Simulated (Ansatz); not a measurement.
# AlClH2O2: rigid scan of one bond length

All numbers are computed with the Python package of Ansatz 0.2.0. Level of theory: Hartree-Fock/cc-pVDZ.

### Step 1. The system

Bond lengths: O1–Al2 1.790 Å, Al2–O3 1.805 Å, Al2–Cl4 2.153 Å, O1–H5 1.028 Å, O3–H6 0.991 Å. Angles: O1–Al2–O3 119.1°, O1–Al2–Cl4 121.6°, O3–Al2–Cl4 119.3°, Al2–O1–H5 105.4°, Al2–O3–H6 106.6°.

No structure file is read: the coordinates are typed or built in the script.

### Step 2. Script

File alclh2o2.py:

```python
# -*- coding: utf-8 -*-
"""Stretching a bond of AlClH2O2, the rest held rigid."""

import ansatz
import numpy as np


def main():
    geometry = (
        ansatz.Crystal.molecule()
        .atom("O", (-0.0273, 1.192, -1.207))
        .atom("Al", (0.0244, -0.338, -0.2799))
        .atom("O", (1.2374, -0.5225, 1.0438))
        .atom("Cl", (-1.2801, -1.9848, -0.7497))
        .atom("H", (-0.7177, 1.781, -0.7248))
        .atom("H", (0.8054, -0.1916, 1.8715))
    )

    symbols = [site.symbol for site in geometry.cartesian_sites]
    start = np.array([site.position_ang for site in geometry.cartesian_sites])
    axis = (start[4] - start[0]) / np.linalg.norm(start[4] - start[0])
    moving = [4]
    lengths, energies = [0.87, 0.95, 1.03, 1.13, 1.28, 1.54, 1.85, 2.26], []
    for length in lengths:
        xyz = start.copy()
        xyz[moving] += (length - np.linalg.norm(start[4] - start[0])) * axis
        point = ansatz.Crystal.molecule()
        for symbol, place in zip(symbols, xyz):
            point = point.atom(symbol, place.tolist())
        job = point.calculation()
        job = job.basis(gaussian="cc-pVDZ")
        job = job.functional("hf").spin("collinear")
        report = job.run(threads=1, pin="off").report
        energies.append(report["free_energy_ev"])
        print(f"r = {length:6.3f} A  E = {energies[-1]:.5f} eV  <S^2> = {abs(report['mean_field']['state']['spin_squared']):.3f}")

    print("energy above the lowest point (eV):", [round(e - min(energies), 3) for e in energies])


if __name__ == "__main__":
    main()
```

### Step 3. What the engine is handed

The package turns the script's settings into the engine's input (first run):

```yaml
crystal:
  periodic: [false, false, false]
  atoms:
    - { symbol: O, position_ang: [-0.0273, 1.192, -1.207] }
    - { symbol: Al, position_ang: [0.0244, -0.338, -0.2799] }
    - { symbol: O, position_ang: [1.2374, -0.5225, 1.0438] }
    - { symbol: Cl, position_ang: [-1.2801, -1.9848, -0.7497] }
    - { symbol: H, position_ang: [-0.6117798859832523, 1.6906365191832786, -0.7987783878604806] }
    - { symbol: H, position_ang: [0.8054, -0.1916, 1.8715] }
basis:
  gaussian:
    orbitals: cc-pVDZ
hamiltonian:
  xc: hf
magnetization:
  spin_polarized: true
```

### Step 4. Running it

The run is started by

```bash
> python alclh2o2.py
```

**Question.** How long does this script take on 1 thread of Intel Xeon 6975P-C (Granite Rapids), shared host, and how much memory does it need?

About 13 s, with a peak of 0.25 GiB.
